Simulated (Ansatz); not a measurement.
Geometry optimisation, Ansatz, DFT PBE-D3(BJ), scalar-relativistic, plane waves, PAW.

Input file:

```yaml
crystal:
  lattice:
    - [10.86, 0.0, 0.0]
    - [0.0, 10.86, 0.0]
    - [0.0, 0.0, 10.86]
  atoms:
    - { symbol: Si, position: [0.499125, 0.0047854, -0.0020339] }
    - { symbol: Si, position: [0.6262083, 0.126154, 0.1226449] }
    - { symbol: Si, position: [0.7478168, 0.249326, 0.0027429] }
    - { symbol: Sb, position: [0.8761389, 0.3735446, 0.1230004], spin: 1.0 }
    - { symbol: Si, position: [0.7521341, 0.0004591, 0.2516467] }
    - { symbol: Si, position: [0.8703829, 0.1293835, 0.37443] }
    - { symbol: Si, position: [-4.79e-05, 0.0047445, 0.0033937] }
    - { symbol: Si, position: [0.1238288, 0.1251296, 0.1275039] }
    - { symbol: Si, position: [0.2475272, 0.2469123, -0.0019441] }
    - { symbol: Si, position: [0.3729919, 0.3781881, 0.1231785] }
    - { symbol: Si, position: [0.5000915, 0.5033919, 0.0037531] }
    - { symbol: Si, position: [0.6288149, 0.6275926, 0.1263448] }
    - { symbol: Si, position: [0.7511016, 0.7503023, -0.0015085] }
    - { symbol: Si, position: [0.8694315, 0.8771164, 0.1292774] }
    - { symbol: Si, position: [0.2491239, 0.0006457, 0.2501082] }
    - { symbol: Si, position: [0.3745707, 0.1218289, 0.3768038] }
    - { symbol: Si, position: [0.4957285, 0.2464868, 0.2487965] }
    - { symbol: Si, position: [0.6265176, 0.3769548, 0.3704225] }
    - { symbol: Si, position: [0.7484164, 0.4982526, 0.2484624] }
    - { symbol: Si, position: [0.8759644, 0.6260258, 0.3761412] }
    - { symbol: Si, position: [0.5019156, 0.001666, 0.4992609] }
    - { symbol: Si, position: [0.6221475, 0.1245152, 0.6198738] }
    - { symbol: Si, position: [0.749086, 0.2482701, 0.498652] }
    - { symbol: Si, position: [0.8771204, 0.3759068, 0.6245905] }
    - { symbol: Si, position: [0.7517345, -0.0026314, 0.7521051] }
    - { symbol: Si, position: [0.8712248, 0.1247331, 0.8810243] }
    - { symbol: Si, position: [0.1219154, 0.6241145, 0.1260096] }
    - { symbol: Si, position: [0.2535515, 0.7481119, -0.0034037] }
    - { symbol: Si, position: [0.3747951, 0.8717876, 0.1258383] }
    - { symbol: Si, position: [-0.0014275, 0.2522523, 0.2484928] }
    - { symbol: Si, position: [0.1199833, 0.3746556, 0.3752894] }
    - { symbol: Si, position: [0.2470349, 0.499675, 0.2493957] }
    - { symbol: Si, position: [0.3760149, 0.6303969, 0.3762034] }
    - { symbol: Si, position: [0.4984586, 0.7440622, 0.2499636] }
    - { symbol: Si, position: [0.6226761, 0.8746025, 0.3753012] }
    - { symbol: Si, position: [-0.0026689, -0.0043646, 0.5012245] }
    - { symbol: Si, position: [0.1240117, 0.1261178, 0.62487] }
    - { symbol: Si, position: [0.2489564, 0.2512032, 0.5007355] }
    - { symbol: Si, position: [0.3747957, 0.3699805, 0.6245008] }
    - { symbol: Si, position: [0.4963106, 0.4956595, 0.5033502] }
    - { symbol: Si, position: [0.6234629, 0.6288934, 0.6229951] }
    - { symbol: Si, position: [0.7485168, 0.7489383, 0.5011217] }
    - { symbol: Si, position: [0.8748191, 0.8731013, 0.6284544] }
    - { symbol: Si, position: [0.24815, -0.0043128, 0.7503769] }
    - { symbol: Si, position: [0.3740343, 0.1292324, 0.8742623] }
    - { symbol: Si, position: [0.4994027, 0.2459837, 0.7513234] }
    - { symbol: Si, position: [0.6293406, 0.3736212, 0.8720594] }
    - { symbol: Si, position: [0.7480889, 0.4994217, 0.7486386] }
    - { symbol: Si, position: [0.8778284, 0.624337, 0.8754634] }
    - { symbol: Si, position: [0.0018051, 0.7523012, 0.2472612] }
    - { symbol: Si, position: [0.1277411, 0.8773525, 0.3753948] }
    - { symbol: Si, position: [-0.0018398, 0.4991806, 0.4998747] }
    - { symbol: Si, position: [0.1257863, 0.6201786, 0.6251528] }
    - { symbol: Si, position: [0.2462826, 0.7480428, 0.4992105] }
    - { symbol: Si, position: [0.3733709, 0.8771516, 0.6238604] }
    - { symbol: Si, position: [0.0009325, 0.2519647, 0.7514727] }
    - { symbol: Si, position: [0.1307211, 0.3708645, 0.8738028] }
    - { symbol: Si, position: [0.2572717, 0.4969287, 0.7486527] }
    - { symbol: Si, position: [0.3703577, 0.6260308, 0.8793112] }
    - { symbol: Si, position: [0.4992235, 0.745713, 0.7478399] }
    - { symbol: Si, position: [0.6234545, 0.8766211, 0.8791515] }
    - { symbol: Si, position: [0.005027, 0.7466021, 0.7520614] }
    - { symbol: Si, position: [0.121368, 0.8701551, 0.8754225] }
magnetization:
  spin_polarized: true
total_charge: -2
basis:
  ecutwfc: 420.0
kpoints:
  mp_grid: { grid: [1, 1, 1] }
hamiltonian:
  xc: pbe
  dispersion: d3bj
  pseudopotentials: { kind: paw, azcp: { folder: soft_1 } }
scf:
  occupations: { method: gaussian, width: 0.02 }
  lower_state_search: "off"
relax:
  f_tol: 0.03
  max_steps: 60
  adjacent_minimum: "off"
output:
  write_density: true
  write_potential: true
  elf: true
  volumetric_format: npy
```

Run as:

```bash
$ ansatz run input.yaml --threads 4 --pin off --max-ram 10240MiB --backend cpu --events-out ev --progress --plain --runs-dir out
```

Problem. Where does it end, and by what steps?

Solution. The forces met the threshold. Limits of this set-up: coarse k mesh, a typed lattice constant that wasn't relaxed here, charged cell in a uniform background, uncorrected. After 4 steps the energy has fallen by 2.170 eV; Sb4 moved furthest, 0.48 Å.

```
step  energy less start (eV)  largest force component (eV/Å)  accepted
   0                  0.0000                           2.401       yes
   1                 -1.8268                           0.825       yes
   2                 -2.1377                           0.155       yes
   3                 -2.1665                           0.049       yes
   4                 -2.1700                           0.019       yes
```

```xyz
63
Lattice="10.8600 0.0000 0.0000 0.0000 10.8600 0.0000 0.0000 0.0000 10.8600" Properties=species:S:1:pos:R:3
Si 5.418 -0.014 0.006
Si 6.762 1.350 1.360
Si 8.081 2.659 -0.060
Sb 9.802 4.310 1.050
Si 8.132 -0.003 2.723
Si 9.493 1.350 4.096
Si -0.010 -0.008 0.008
Si 1.362 1.336 1.357
Si 2.686 2.730 0.008
Si 4.062 4.067 1.358
Si 5.417 5.422 0.008
Si 6.768 6.796 1.349
Si 8.156 8.128 0.003
Si 9.496 9.497 1.358
Si 2.719 -0.020 2.722
Si 4.070 1.359 4.091
Si 5.418 2.712 2.721
Si 6.782 4.063 4.074
Si 8.119 5.480 2.742
Si 9.507 6.798 4.094
Si 5.420 -0.008 5.437
Si 6.775 1.354 6.783
Si 8.134 2.715 5.438
Si 9.496 4.068 6.794
Si 8.141 -0.021 8.140
Si 9.498 1.339 9.502
Si 1.301 6.753 1.295
Si 2.691 8.133 0.010
Si 4.073 9.489 1.349
Si 0.057 2.654 2.772
Si 1.353 4.067 4.096
Si 2.680 5.428 2.695
Si 4.060 6.779 4.077
Si 5.412 8.135 2.719
Si 6.770 9.491 4.086
Si -0.012 -0.017 5.437
Si 1.332 1.363 6.788
Si 2.706 2.714 5.448
Si 4.077 4.073 6.781
Si 5.425 5.419 5.427
Si 6.780 6.778 6.787
Si 8.137 8.141 5.444
Si 9.512 9.482 6.788
Si 2.702 0.003 8.153
Si 4.063 1.363 9.526
Si 5.409 2.706 8.146
Si 6.756 4.066 9.501
Si 8.156 5.428 8.176
Si 9.547 6.750 9.566
Si -0.008 8.121 2.694
Si 1.337 9.487 4.072
Si -0.010 5.422 5.442
Si 1.344 6.784 6.792
Si 2.701 8.138 5.434
Si 4.069 9.497 6.786
Si -0.013 2.726 8.168
Si 1.321 4.100 9.534
Si 2.704 5.423 8.159
Si 4.067 6.788 9.520
Si 5.424 8.136 8.152
Si 6.782 9.491 9.516
Si -0.010 8.121 8.172
Si 1.342 9.498 9.515
```

Whether the end is a true minimum wasn't checked by a vibrational analysis.

The run took 62 s on 4 threads of Intel(R) Xeon(R) CPU @ 2.60GHz (Ice Lake), on a shared host, peak memory 1.8 GiB.
